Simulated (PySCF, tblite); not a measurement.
**C4H13FOSi2: geometry, infrared bands and NMR shifts**

Aim: predict the infrared bands and NMR shifts of C4H13FOSi2 (`OCC([SiH3])([SiH3])CCF`).

The runs use tblite 0.8.0 and PySCF 2.14.0, with density-fitted response routines of our own; the level of theory stands in each step. All values are computed, except where a source is named. Atoms are numbered from 0 throughout.

## (1) The molecule as given

21 atoms, charge 0, multiplicity 1; geometry from: force field or distance geometry start.

Bonds of the start (Å): O0–C1 1.43, C1–C2 1.56, C2–Si3 1.94, C2–Si4 1.97, C2–C5 1.55, C5–C6 1.53, C6–F7 1.35, O0–H8 0.97, C1–H9 1.09, C1–H10 1.09, Si3–H11 1.48, Si3–H12 1.47, Si3–H13 1.50, Si4–H14 1.49, Si4–H15 1.49, Si4–H16 1.48, C5–H17 1.10, C5–H18 1.10, C6–H19 1.09, C6–H20 1.10.

## (2) Optimising the geometry with GFN2-xTB

Job settings and geometry (Å):

```
{"job": {"kind": "relax", "xc": "GFN2-xTB", "basis": "xTB"}, "charge": 0, "multiplicity": 1}
O      0.021400     2.298700     0.421400
C     -0.216400     1.365600    -0.632200
C     -0.294600    -0.070100    -0.035600
Si    -0.426200    -1.368200    -1.469400
Si    -2.065600    -0.384500     0.763800
C      0.809500    -0.372700     1.010500
C      2.236500    -0.026700     0.575300
F      2.569500    -0.752500    -0.514800
H      0.043500     3.182100     0.014600
H      0.624200     1.445500    -1.318000
H     -1.121900     1.656100    -1.164500
H     -1.641800    -1.141800    -2.285000
H      0.723400    -1.210500    -2.367000
H     -0.429300    -2.756300    -0.913300
H     -2.223000     0.487000     1.957200
H     -3.141900    -0.036800    -0.198500
H     -2.189200    -1.792300     1.203400
H      0.611400     0.178000     1.939000
H      0.790100    -1.433400     1.290400
H      2.368500     1.030600     0.347400
H      2.942800    -0.281100     1.374800
```

Started as:

```console
$ OMP_NUM_THREADS=1 python probes_run.py task.json out
```

This one command runs all jobs of the session in turn.

**Question.** This job is followed by: GFN2-xTB harmonic vibrations, gas phase; GIAO PBE0/pcSseg-1 NMR shielding, non-relativistic, gas phase. Predict these results of the whole session: strongest single infrared mode (GFN2-xTB); zero-point energy (GFN2-xTB); ¹³C shifts against TMS (PBE0/pcSseg-1); ¹H shifts against TMS (PBE0/pcSseg-1, means over atoms taken as alike); ¹⁷O shifts against H2O (PBE0/pcSseg-1); ²⁹Si shifts against TMS (PBE0/pcSseg-1, means over atoms taken as alike); ¹⁹F shifts against CFCl3 (PBE0/pcSseg-1).

**Answer**, as computed:

| quantity | value |
| --- | --- |
| strongest single infrared mode (GFN2-xTB) | 763 cm⁻¹, 378 km/mol |
| zero-point energy (GFN2-xTB) | 97.3 kcal/mol |
| ¹³C shifts against TMS (PBE0/pcSseg-1) | 84.3, 66.3, 35.0, 16.1 ppm |
| ¹H shifts against TMS (PBE0/pcSseg-1, means over atoms taken as alike) | 4.86, 3.98, 3.81, 2.05, 0.87 ppm |
| ¹⁷O shifts against H2O (PBE0/pcSseg-1) | 41.2 ppm |
| ²⁹Si shifts against TMS (PBE0/pcSseg-1, means over atoms taken as alike) | -65.5 ppm |
| ¹⁹F shifts against CFCl3 (PBE0/pcSseg-1) | -240.0 ppm |

In words: Relaxing lowered the energy by 0.399 eV in 138 steps; the close pair that moved most is C2–Si4, from 1.968 to 1.922 Å. No mode is imaginary among the 57: a minimum at this level. GFN2-xTB is a fitted tight-binding method: band positions and strengths are rough. Its intensities can rank the bands wrongly. C6 (sp3 CH2 bonded to F) lies farthest downfield among carbon, at 84.3 ppm; pulled downfield by the heteroatom. H19, H20 (mean) (hydrogen on an sp3 CH2 bonded to F) lies farthest downfield among hydrogen, at 4.86 ppm; its carbon carries F, hence the downfield position. At PBE0/pcSseg-1: The largest span, 143 ppm, is at O0, where the paramagnetic term is -94 ppm.
